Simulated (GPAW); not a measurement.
Crystal: KPt.

```xyz
2
Lattice="3.0008 0.0000 0.0000 -1.5004 2.5988 0.0000 0.0000 0.0000 5.3456" Properties=species:S:1:pos:R:3 pbc="T T T"
Pt    1.5004    0.8663    0.0000
K     0.0000    0.0000    2.6728
```

The cell comes from a database or a generator and needn't be the stable form of this composition.

Program: GPAW 26.7.0. Alike in all runs: task single point; no spin polarisation; cell as given; k mesh 10 × 10 × 5; cutoff (eV) 600.

Question: Order these runs on this cell by their pressure, lowest first.
A. level RPBE; potentials or basis the program's PAW data sets (release 1.2.1) made for this functional, pw; smearing gaussian 0.02 eV
B. level LDA; potentials or basis the program's PAW data sets (release 1.2.1) made for this functional, pw; smearing gaussian 0.05 eV
C. level PBEsol; potentials or basis PAW data sets generated in the run's folder for this functional, pw; smearing gaussian 0.02 eV

Answer: B (-6.9 GPa), C (-3.9 GPa), A (3.4 GPa).

Not every run made on this cell is shown here.
